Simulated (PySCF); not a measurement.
# F4Ho (Ho(F)4-): the cost of one run

Computed with PySCF 2.14.0. Level: several levels, as the steps say, no spin–orbit coupling.

1 further run of the same task is left out (for a known fault of the program).

## Step 1: Starting geometry

5 atoms, charge -1, spin multiplicity 1.

Bond lengths: Ho1–F2 2.058 Å, Ho1–F3 2.058 Å, Ho1–F4 2.058 Å, Ho1–F5 2.058 Å. Angles: F2–Ho1–F3 109.5°, F2–Ho1–F4 109.5°, F2–Ho1–F5 109.5°, F3–Ho1–F4 109.5°, F3–Ho1–F5 109.5°, F4–Ho1–F5 109.5°.

Coordinates:

```xyz
5
charge -1, multiplicity 1
Ho    0.0000    0.0000    0.0000
F     1.1884    1.1884    1.1884
F    -1.1884   -1.1884    1.1884
F     1.1884   -1.1884   -1.1884
F    -1.1884    1.1884   -1.1884
```

Formal oxidation states: Ho +3. Each metal's 10 4f electrons lie in its core potential, so multiplicities, spins and levels count the valence alone. An earlier session relaxed this geometry at PBE0, Ho lcecp-1-SVP with ECP56, F def2-SVP (singlet, point group Td).

At PBE0 on the finer grid: E = -436.750331 Eh, HOMO -4.97 eV, LUMO 3.92 eV, Mulliken charge on Ho1 +1.04 e, largest force component 0.000 eV/Å. 

Levels to run: B3LYP; TPSS; PBE0, TZVP. Hardware: 2 threads of Arm Neoverse V2, shared host.

## Step 2: B3LYP

File run.py (the lines that set the calculation):

```python
mol = gto.M(atom='''
Ho     0.00000     0.00000     0.00000
F      1.18843     1.18843     1.18843
F     -1.18843    -1.18843     1.18843
F      1.18843    -1.18843    -1.18843
F     -1.18843     1.18843    -1.18843''',
    basis={'Ho': 'lcecp-1-SVP', 'F': 'def2-SVP'},
    ecp={'Ho': 'lcecp-1-SVP'},
    charge=-1, spin=0)
mf = dft.RKS(mol, xc='B3LYP')
mf.grids.atom_grid = (75, 302)  # f atoms: unpruned, at least (60, 302)
mf = mf.density_fit()  # fitting sets: Ho AutoAux, F def2-universal-JKFIT
mf.conv_tol = 1e-08; mf.max_cycle = 55
mf.kernel(dm0)  # dm0: the density of the relaxed state
```

Command:

```sh
$ OMP_NUM_THREADS=2 python run.py
```

**Question.** How long does this run take on 2 threads of Arm Neoverse V2, shared host?

About 7.7 s.
